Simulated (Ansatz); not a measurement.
# C₂H₆GaN: a ladder of functionals and wavefunction methods

How much do the methods differ for C₂H₆GaN? The plan is to run it at one geometry with functionals of several rungs and with coupled cluster, and see how far each lands from CCSD(T) at the basis-set limit for the atomisation energy.

Computed with Ansatz 0.2.0, Gaussian basis. Level: functionals in def2-TZVPP, the program's frozen cores in correlated methods.

Plan: LDA (SPW92), PBE-D4, revPBE-D4, BLYP-D4, r2SCAN-D4, B97M-V, PBE0-D4, B3LYP-D4, r2SCANh-D4, r2SCAN0-D4, HSE06-D4, BHLYP-D4, CAM-B3LYP-D4, LC-ωPBE, ωB97X-V, ωB97M-V, B2PLYP, PBE-QIDH; CCSD(T)/def2-SVP; CCSD(T)/def2-TZVPP; MP2/def2-QZVPP; extrapolation to the limit; RPA on PBE.

### Step 1. The geometry

All runs share one geometry, relaxed beforehand with PBE0-D4 in a triple-zeta def2 set.

SMILES `CC#[N+][GaH3-]`, 10 atoms, charge 0, spin multiplicity 1.

Atoms are counted from 1 here; the program's logs count them from 0.

Bond lengths: C1–C2 1.443 Å, C1–H5 1.091 Å, C1–H6 1.091 Å, C1–H7 1.091 Å, C2–N3 1.144 Å, N3–Ga4 2.141 Å, Ga4–H8 1.578 Å, Ga4–H9 1.578 Å, Ga4–H10 1.578 Å. Angles: C2–C1–H5 109.7°, C2–C1–H6 109.7°, C2–C1–H7 109.7°, H5–C1–H6 109.2°, H5–C1–H7 109.2°, H6–C1–H7 109.2°, C1–C2–N3 180.0°, C2–N3–Ga4 179.9°, N3–Ga4–H8 97.6°, N3–Ga4–H9 97.6°, N3–Ga4–H10 97.6°, H8–Ga4–H9 118.3°, H8–Ga4–H10 118.3°, H9–Ga4–H10 118.3°.

### Step 2. LDA

This LDA is Slater exchange with PW92 correlation.

The input, in.yaml:

```yaml
crystal:
  periodic: [false, false, false]
  atoms:
    - {symbol: C, position_ang: [-1.048904, 1.001481, -1.707199]}
    - {symbol: C, position_ang: [-0.371189, 0.353924, -0.609482]}
    - {symbol: N, position_ang: [0.166052, -0.159002, 0.260136]}
    - {symbol: Ga, position_ang: [1.176435, -1.116769, 1.886153]}
    - {symbol: H, position_ang: [-2.001664, 1.407417, -1.364031]}
    - {symbol: H, position_ang: [-0.431135, 1.813418, -2.093773]}
    - {symbol: H, position_ang: [-1.232523, 0.279392, -2.504179]}
    - {symbol: H, position_ang: [0.829252, -2.606658, 1.500553]}
    - {symbol: H, position_ang: [0.369269, -0.441588, 3.061572]}
    - {symbol: H, position_ang: [2.627608, -0.582713, 1.573049]}
basis:
  gaussian: {orbitals: def2-TZVPP}
hamiltonian: {xc: lda}
output: {orbitals: {seedname: orbitals}}
```

After this run come: PBE-D4 (GGA); revPBE-D4 (GGA); BLYP-D4 (GGA); r2SCAN-D4 (meta-GGA); B97M-V (meta-GGA); PBE0-D4 (hybrid); B3LYP-D4 (hybrid); r2SCANh-D4 (hybrid); r2SCAN0-D4 (hybrid); HSE06-D4 (hybrid); BHLYP-D4 (hybrid); CAM-B3LYP-D4 (range-separated); LC-ωPBE-D4 (range-separated); ωB97X-V (range-separated); ωB97M-V (range-separated); B2PLYP (double hybrid); PBE-QIDH (double hybrid); CCSD(T) in def2-SVP; CCSD(T) in def2-TZVPP; MP2 in def2-QZVPP; RPA on PBE orbitals.

Before running them: what should the planned runs give, taken together? Wanted: atomisation energy, CCSD(T)/CBS; farthest beyond LDA; mean size of error, GGA; mean size of error, meta-GGA; mean size of error, hybrid; mean size of error, range-separated; mean size of error, double hybrid; gap, smallest and largest; T1 diagnostic.

**Answer**, as computed:

| quantity | value |
| --- | --- |
| atomisation energy, CCSD(T)/CBS | 3474.5 kJ/mol |
| functionals within 34.7 kJ/mol (1.0 %) | revPBE-D4, BLYP-D4, r2SCAN-D4, B97M-V, PBE0-D4, B3LYP-D4, r2SCANh-D4, HSE06-D4, CAM-B3LYP-D4, LC-ωPBE, ωB97X-V, ωB97M-V, B2PLYP, PBE-QIDH |
| farthest beyond LDA | BHLYP-D4 (-101.6 kJ/mol) |
| mean size of error, GGA | 28.0 kJ/mol |
| mean size of error, meta-GGA | 12.5 kJ/mol |
| mean size of error, hybrid | 33.4 kJ/mol |
| mean size of error, range-separated | 9.8 kJ/mol |
| mean size of error, double hybrid | 25.5 kJ/mol |
| gap, smallest and largest | 4.47 eV (LDA (SPW92)), 12.03 eV (LC-ωPBE) |
| T1 diagnostic | 0.0134 |
| triples share of the correlation energy | 4.1 % |

What this shows: LDA overbinds by 481.2 kJ/mol (14 %). PBE-D4 misses by +59.4 kJ/mol. Double hybrids carry the basis error of their MP2 part in triple zeta, and no dispersion term here, so their miss is partly the set-up's. The rungs range-separated, meta-GGA, double hybrid, GGA, hybrid miss on average by less than the doubt on the reference (34.7 kJ/mol), so they tie. The reference freezes the cores and leaves out relativity and excitations past (T), and its outer-core shells are covered unevenly, so misses under about 34.7 kJ/mol can't be ranked. Hartree-Fock recovers 72 % of the binding; the rest is correlation. CCSD(T) in def2-SVP is off by -155.4 kJ/mol, worse than the median functional, from the basis alone. The gap grows from 4.5 to 12.0 eV across the functionals, mostly with the share of exact exchange. Correlated methods include outer-core shells of Ga, which these sets cover unevenly.
